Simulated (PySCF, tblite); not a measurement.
**C₃H₁₁GeNSi: geometry, infrared bands and NMR shifts**

What infrared bands and NMR shifts should C₃H₁₁GeNSi (`C/C=N/[Si@@H](C)[GeH3]`) show?

The runs use tblite 0.8.0 and PySCF 2.14.0, with density-fitted response routines of our own; the level of theory stands in each step. All values are computed, except where a source is named. Atoms are numbered from 0 throughout.

### 1 The molecule as given

17 atoms, charge 0, multiplicity 1; geometry from: force field or distance geometry start.

Bonds of the start (Å): C0–C1 1.48, C1–N2 1.28, N2–Si3 1.77, Si3–C4 1.86, Si3–Ge5 2.32, C0–H6 1.11, C0–H7 1.11, C0–H8 1.11, C1–H9 1.10, Si3–H10 1.46, C4–H11 1.11, C4–H12 1.11, C4–H13 1.10, Ge5–H14 1.55, Ge5–H15 1.54, Ge5–H16 1.56.

### 2 Relaxing the molecule with GFN2-xTB

What the job is given:

```
{"job": {"kind": "relax", "xc": "GFN2-xTB", "basis": "xTB"}, "charge": 0, "multiplicity": 1}
C     -2.984900    -0.296600     0.194800
C     -1.522200    -0.075400     0.255500
N     -0.801100    -0.145500    -0.802500
Si     0.951900     0.110900    -0.793500
C      1.344000     1.814800    -0.147300
Ge     1.935900    -1.468500     0.593100
H     -3.207200    -1.303900    -0.207800
H     -3.446700     0.474200    -0.462700
H     -3.429600    -0.207600     1.211600
H     -1.060200     0.124400     1.232900
H      1.478400    -0.046900    -2.150300
H      2.440100     1.965500    -0.159200
H      0.857700     2.571900    -0.799900
H      0.967000     1.926200     0.878100
H      1.374600    -1.299900     2.033100
H      1.619400    -2.888500     0.080000
H      3.475900    -1.243000     0.614100
```

On the command line:

```console
OMP_NUM_THREADS=1 python probes_run.py task.json out
```

The driver reads the jobs from task.json and runs them one after another.

**Question.** This job is followed by: GFN2-xTB harmonic vibrations, gas phase; GIAO PBE0/pcSseg-1 NMR shielding, non-relativistic, gas phase. Predict these results of the whole session: strongest single infrared mode (GFN2-xTB); zero-point energy (GFN2-xTB); ¹³C shifts against TMS (PBE0/pcSseg-1); ¹H shifts against TMS (PBE0/pcSseg-1, means over atoms taken as alike); ¹⁵N shifts against NH3 (PBE0/pcSseg-1); ²⁹Si shifts against TMS (PBE0/pcSseg-1); ⁷³Ge shifts against GeMe4 (PBE0/pcSseg-1).

**Answer**, as computed:

| quantity | value |
| --- | --- |
| strongest single infrared mode (GFN2-xTB) | 802 cm⁻¹, 600 km/mol |
| zero-point energy (GFN2-xTB) | 77.9 kcal/mol |
| ¹³C shifts against TMS (PBE0/pcSseg-1) | 180.0, 32.6, 0.0 ppm |
| ¹H shifts against TMS (PBE0/pcSseg-1, means over atoms taken as alike) | 8.72, 5.47, 2.92, 2.23, 0.49 ppm |
| ¹⁵N shifts against NH3 (PBE0/pcSseg-1) | 381.5 ppm |
| ²⁹Si shifts against TMS (PBE0/pcSseg-1) | -21.6 ppm |
| ⁷³Ge shifts against GeMe4 (PBE0/pcSseg-1) | -420 ppm |

What this shows: Over 112 steps the energy fell by 0.468 eV; of the close pairs, Ge5–H16 changed most, 1.557 to 1.500 Å. No mode is imaginary among the 45: a minimum at this level. GFN2-xTB is a fitted tight-binding method: band positions and strengths are rough. Its intensities can rank the bands wrongly. At PBE0/pcSseg-1: The largest span, 698 ppm, is at N2, where the paramagnetic term is -446 ppm. Spin-orbit coupling is left out, which matters for shieldings and couplings at and beside the heavy atoms.
